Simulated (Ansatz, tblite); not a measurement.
# The cluster Sn6Te12: one state, many levels

One table from this session's results is given with a row withheld; the runs are named, their logs left out.

Program: Ansatz 0.2.0, Gaussian basis. Level of theory: as each input shows. These are calculated values, not measurements.

Plan: GFN1-xTB, GFN2-xTB, PBE-D4/def2-SVP, r2SCAN-D4/def2-SVP, r2SCAN0-D4/def2-SVP, r2SCAN-D4/def2-mTZVP, MP2/def2-SVP, RPA/def2-SVP.

5 further runs of the same task are left out: 2 for a known fault of the program, 1 that didn't finish, 2 set aside as unsound or not needed.

### The structure

The geometry is that of the singlet, from an earlier relaxation (PBE-D4/def2-SVP). At that level it is the lowest of the isomers that a small search found.

18 atoms, charge 0, spin multiplicity 1.

Bond lengths: Sn1–Te10 2.979 Å, Sn1–Te12 3.136 Å, Sn1–Te13 2.839 Å, Sn1–Te17 3.231 Å, Sn1–Te18 3.300 Å, Sn2–Te7 3.321 Å, Sn2–Te10 2.913 Å, Sn2–Te13 3.015 Å, Sn2–Te14 3.151 Å, Sn3–Sn6 3.108 Å, Sn3–Te8 2.879 Å, Sn3–Te9 2.940 Å, Sn4–Te7 2.818 Å, Sn4–Te11 3.025 Å, Sn4–Te14 2.946 Å, Sn4–Te16 2.865 Å, Sn5–Te9 2.932 Å, Sn5–Te11 2.919 Å and more. Angles: Te10–Sn1–Te12 85.5°, Te10–Sn1–Te13 71.1°, Te10–Sn1–Te17 174.1°, Te10–Sn1–Te18 88.3°, Te12–Sn1–Te13 113.2°, Te12–Sn1–Te17 88.7°, Te12–Sn1–Te18 53.9°, Te13–Sn1–Te17 112.5°, Te13–Sn1–Te18 157.3°, Te17–Sn1–Te18 87.3°, Te7–Sn2–Te10 97.8°, Te7–Sn2–Te13 153.6°, Te7–Sn2–Te14 56.2°, Te10–Sn2–Te13 69.7°, Te10–Sn2–Te14 90.6°, Te13–Sn2–Te14 99.6°, Sn6–Sn3–Te8 100.4°, Sn6–Sn3–Te9 120.7° and more.

Sn, Te take a core potential in the def2 sets. No spin-orbit coupling is included.

PBE0-D4/def2-SVP was run before; its log isn't repeated, and its numbers join the tables.

Set-up of the first run:

Tight binding, by tblite at 300 K electronic temperature and without a spin-polarisation term:

```python
tblite.interface.Calculator('GFN1-xTB', numbers, positions, charge=0, uhf=0).singlepoint()
```

Tight binding, by tblite at 300 K electronic temperature and without a spin-polarisation term:

```python
tblite.interface.Calculator('GFN2-xTB', numbers, positions, charge=0, uhf=0).singlepoint()
```

start.molden holds the orbitals of an earlier run on this state, given as this run's starting guess.

in.yaml

```yaml
crystal:
  periodic: [false, false, false]
  atoms:
    - {symbol: Sn, position_ang: [0.311396, -0.130388, 0.613583]}
    - {symbol: Sn, position_ang: [0.995698, -3.766896, 0.784809]}
    - {symbol: Sn, position_ang: [-3.869180, 3.917702, -0.261821]}
    - {symbol: Sn, position_ang: [-3.462805, -2.969955, 0.022745]}
    - {symbol: Sn, position_ang: [-3.510319, 0.094443, -3.589383]}
    - {symbol: Sn, position_ang: [-0.822095, 3.754189, 0.329563]}
    - {symbol: Te, position_ang: [-1.800210, -5.228103, -0.252808]}
    - {symbol: Te, position_ang: [-4.917019, 2.464078, 1.991057]}
    - {symbol: Te, position_ang: [-5.090051, 2.216783, -2.326377]}
    - {symbol: Te, position_ang: [-0.183847, -2.059419, 2.829401]}
    - {symbol: Te, position_ang: [-4.837848, -0.501985, -1.058827]}
    - {symbol: Te, position_ang: [-0.576037, 2.072863, 2.661902]}
    - {symbol: Te, position_ang: [2.763486, -1.381401, 1.306100]}
    - {symbol: Te, position_ang: [-0.917417, -2.536782, -1.395293]}
    - {symbol: Te, position_ang: [-0.609108, 0.145693, -3.026953]}
    - {symbol: Te, position_ang: [-3.053850, -1.958748, 2.672156]}
    - {symbol: Te, position_ang: [0.689920, 2.186808, -1.605986]}
    - {symbol: Te, position_ang: [-2.758117, 1.001118, 1.046432]}
basis:
  gaussian: {orbitals: def2-SVP, fitting: {mean_field: def2-universal-jkfit}, initial_orbitals: start.molden}
hamiltonian: {xc: pbe, dispersion: d4}
scf: {omitted_lower_state_checks: [starts]}
output: {forces: true, orbitals: {seedname: orbitals}}
```

On the command line:

```
$ ansatz run in.yaml --threads 2 --pin off --events-out ev --progress --plain --max-ram 31744MiB --backend cuda --devices 0, --max-vram 18GiB
```

Steps of the session up to this table: PBE-D4/def2-SVP; r2SCAN-D4/def2-SVP; r2SCAN0-D4/def2-SVP; r2SCAN-D4/def2-mTZVP; MP2/def2-SVP; RPA/def2-SVP.

One of the session's tables, all rows but one given; the rest of the session is left out.

It belongs to the step «Binding energy». 

```
               level  binding an atom (eV)
         HF/def2-SVP                 0.785
     PBE-D4/def2-SVP                 2.759
  r2SCAN-D4/def2-SVP                 2.483
r2SCAN-D4/def2-mTZVP                 2.474
    PBE0-D4/def2-SVP                     ?
 r2SCAN0-D4/def2-SVP                 2.323
        RPA/def2-SVP                 1.795
        MP2/def2-SVP                 2.223
```

**Question.** Estimate the row for PBE0-D4/def2-SVP.

The run gave: binding an atom (eV): 2.534. In the column «binding an atom (eV)» it lies between r2SCAN-D4/def2-SVP (2.483) and PBE-D4/def2-SVP (2.759).

Limits of these values: Free atoms were run apart at each level; binding is atoms less cluster, divided by the number of atoms, without zero-point or spin-orbit terms.
